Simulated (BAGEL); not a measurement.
# AlH3Se (SMILES [AlH2][SeH]) at 4 levels

Wanted: a comparison of 4 runs (HF/3-21G, HF/6-31G**, HF/def2-SVP, B3LYP/6-31G*) of AlH3Se. 

The calculation is run with BAGEL 1.2.2.

4 further runs of the same task are left out: 2 that didn't finish, 2 set aside as unsound or not needed.

### Step 1. The structure to begin with

AlH3Se: 5 atoms, total charge 0, spin state singlet. SMILES: `[AlH2][SeH]`. The shape is that of a PBE0-D4/def2-TZVP optimisation.

Bond lengths: Al1–Se2 2.314 Å, Al1–H3 1.579 Å, Al1–H4 1.580 Å, Se2–H5 1.469 Å. Angles: Al1–Se2–H5 92.2°, Se2–Al1–H3 116.3°, Se2–Al1–H4 119.2°, H3–Al1–H4 124.5°.

### Step 2. A single-point energy at HF/3-21G (run 1)

The input, input.json:

```json
{ "bagel": [

{
  "title": "molecule",
  "basis": "3-21g",
  "df_basis": "qzvpp-jkfit",
  "angstrom": true,
  "geometry": [
    { "atom": "Al", "xyz": [   -0.435200,   -0.530700,    0.166800 ] },
    { "atom": "Se", "xyz": [    0.870300,    1.346600,    0.522900 ] },
    { "atom": "H", "xyz": [   -1.236800,   -1.072700,    1.415100 ] },
    { "atom": "H", "xyz": [   -0.474100,   -1.181000,   -1.272800 ] },
    { "atom": "H", "xyz": [    1.325600,    1.364100,   -0.873500 ] }
  ]
},
{ "title": "hf", "df": false },
{ "title": "print", "file": "orbitals.molden", "orbitals": true }

]}
```

Command:

```sh
$ BAGEL_NUM_THREADS=1 BAGEL input.json > input.out
```

The program printed:

```text
* using 1 threads per process

  ===============================================================
  ===============================================================

  *** Geometry ***

  { "atom" : "Al", "xyz" : [     -0.822409,     -1.002878,      0.315206 ] },
  { "atom" : "Se", "xyz" : [      1.644629,      2.544705,      0.988138 ] },
  { "atom" : "H", "xyz" : [     -2.337213,     -2.027109,      2.674151 ] },
  { "atom" : "H", "xyz" : [     -0.895919,     -2.231767,     -2.405243 ] },
  { "atom" : "H", "xyz" : [      2.505021,      2.577775,     -1.650676 ] },

  Number of auxiliary basis functions:      448

  Since a DF basis is specified, we compute 2- and 3-index integrals:
    o Being stored without compression. Storage requirement is 0.006 GB

  Number of basis functions:       41
  Number of electrons      :       50

    * METHOD: MOLECULE                             0.21

  *** RHF ***

  === Nuclear Repulsion ===
   135.7071602948

      * DIIS with orbital gradients will be used.

  === RHF iteration (3-21g) ===
      0      -2629.66993405          0.02155065           0.09
      1      -2630.63329047          0.02123811           0.10
      2      -2630.78238450          0.00864941           0.10
      3      -2630.81193040          0.00084694           0.09
      4      -2630.81240688          0.00016856           0.08
      5      -2630.81242875          0.00004825           0.09
      6      -2630.81243040          0.00000999           0.07
      7      -2630.81243049          0.00000183           0.07
      8      -2630.81243049          0.00000027           0.06
      9      -2630.81243049          0.00000007           0.06
     10      -2630.81243049          0.00000002           0.06
     11      -2630.81243049          0.00000000           0.06
    * SCF iteration converged.

    * Permanent dipole moment:
           (    0.231336,     0.478226,     0.410045) a.u.

    * METHOD: HF                                   1.13

    * METHOD: PRINT                                0.00

  ===============================================================
```

It took 1.7 s on 1 thread of Intel Xeon Platinum 8488C (Sapphire Rapids), shared host; peak memory 0.08 GiB.

### Step 3. A single-point energy at HF/6-31G(d,p) (spherical functions) (run 2)

The input, job.json:

```json
{ "bagel" : [

{
  "title" : "molecule",
  "basis" : "6-31gss.json",
  "df_basis" : "qzvpp-jkfit",
  "angstrom" : "true",
  "geometry" : [
    { "atom" : "Al", "xyz" : [   -0.435200,   -0.530700,    0.166800 ] },
    { "atom" : "Se", "xyz" : [    0.870300,    1.346600,    0.522900 ] },
    { "atom" : "H", "xyz" : [   -1.236800,   -1.072700,    1.415100 ] },
    { "atom" : "H", "xyz" : [   -0.474100,   -1.181000,   -1.272800 ] },
    { "atom" : "H", "xyz" : [    1.325600,    1.364100,   -0.873500 ] }
  ]
},
{ "title" : "hf", "df" : "false" },
{ "title" : "print", "file" : "orbitals.molden", "orbitals" : "true" }

]}
```

The basis set 6-31G** is read from a file made from the Basis Set Exchange's data (not shown).

Command:

```sh
$ BAGEL_NUM_THREADS=1 BAGEL job.json > job.out
```

The program printed:

```text
* using 1 threads per process

  ===============================================================
  ===============================================================

  *** Geometry ***

  { "atom" : "Al", "xyz" : [     -0.822409,     -1.002878,      0.315206 ] },
  { "atom" : "Se", "xyz" : [      1.644629,      2.544705,      0.988138 ] },
  { "atom" : "H", "xyz" : [     -2.337213,     -2.027109,      2.674151 ] },
  { "atom" : "H", "xyz" : [     -0.895919,     -2.231767,     -2.405243 ] },
  { "atom" : "H", "xyz" : [      2.505021,      2.577775,     -1.650676 ] },

  Number of auxiliary basis functions:      448

  Since a DF basis is specified, we compute 2- and 3-index integrals:
    o Being stored without compression. Storage requirement is 0.015 GB

  Number of basis functions:       65
  Number of electrons      :       50

    * METHOD: MOLECULE                             0.29

  *** RHF ***

  === Nuclear Repulsion ===
   135.7071602948

      * DIIS with orbital gradients will be used.

  === RHF iteration (6-31gss.json) ===
      0      -2641.23416097          0.01936681           1.18
      1      -2643.04494590          0.01675570           1.17
      2      -2643.20262570          0.00457978           1.15
[... 10 lines of this table left out ...]
     13      -2643.22038079          0.00000000           0.99
    * SCF iteration converged.

    * Permanent dipole moment:
           (    0.176102,     0.379252,     0.348337) a.u.

    * METHOD: HF                                  16.34

    * METHOD: PRINT                                0.01

  ===============================================================
```

It took 17 s on 1 thread of Intel Xeon Platinum 8488C (Sapphire Rapids), shared host; peak memory 0.12 GiB.

Run 3 isn't shown in full; the table further down has it.

### Step 4. Energy and forces at B3LYP/6-31G(d) (density fitting with qzvpp-jkfit, spherical functions) (run 4)

The input, dft.json:

```json
{ "bagel" : [

{
  "title" : "molecule",
  "basis" : "6-31gs.json",
  "df_basis" : "qzvpp-jkfit",
  "angstrom" : "false",
  "geometry" : [
    { "atom" : "Al", "xyz" : [ -0.82240881, -1.00287765,  0.31520632 ] },
    { "atom" : "Se", "xyz" : [  1.64462865,  2.54470520,  0.98813779 ] },
    { "atom" : "H", "xyz" : [ -2.33721327, -2.02710921,  2.67415144 ] },
    { "atom" : "H", "xyz" : [ -0.89591916, -2.23176655, -2.40524341 ] },
    { "atom" : "H", "xyz" : [  2.50502095,  2.57777541, -1.65067577 ] }
  ]
},
{
  "title" : "force",
  "method" : [
    {
      "title" : "ks",
      "xc_func" : "b3lyp"
    }
  ]
}

]}
```

The basis set 6-31G* is read from a file made from the Basis Set Exchange's data (not shown).

Command:

```sh
$ BAGEL_NUM_THREADS=1 BAGEL dft.json > dft.out
```

The program printed:

```text
* using 1 threads per process

  ===============================================================
  ===============================================================

  *** Geometry ***

[... 20 lines left out ...]
    * Removing 6862 points whose weight is below 1.00e-10
[... 13 lines left out ...]
    * SCF iteration converged.
[... 1 line left out ...]
    * Permanent dipole moment:
[... 26 lines left out ...]
    * METHOD: FORCE                                8.51

  ===============================================================
```

Run time: 9.3 s. Hardware: 1 thread of Intel Xeon Platinum 8488C (Sapphire Rapids), shared host; peak memory 0.58 GiB.

### Step 5. Overview of the runs

| run | level | integral approximation | task | energy (Eh) | dipole moment (D) | HOMO energy (eV) | LUMO energy (eV) | wall time |
| --- | --- | --- | --- | --- | --- | --- | --- | --- |
| 1 | HF/3-21G | none | energy | -2630.812430 | 1.71 | -9.75 | 1.03 | 1.7 s |
| 2 | HF/6-31G** (spherical functions) | none | energy | -2643.220381 | 1.38 | -9.77 | 1.13 | 17 s |
| 3 | HF/def2-SVP | none | energy | -2643.165392 | 1.14 | -9.80 | 1.30 | 5.7 s |
| 4 | B3LYP/6-31G* (density fitting with qzvpp-jkfit, spherical functions) | qzvpp-jkfit | gradient | -2645.551142 | 0.98 | – | – | 9.3 s |

### Step 6. Summary of results

```
                       quantity           value
            run 4: total energy  -2645.55114 Eh
           run 4: dipole moment          0.98 D
run 4: largest force on an atom      0.299 eV/Å
```

What this shows: The dipole moment (its size) runs from 0.98 D (B3LYP/6-31G*) to 1.71 D (HF/3-21G). The two ends differ in method and basis. Over runs 1, 2, 3 the HOMO–LUMO gap runs from 10.78 eV (HF/3-21G) to 11.10 eV (HF/def2-SVP). All runs together took 34 s, the longest 17 s.
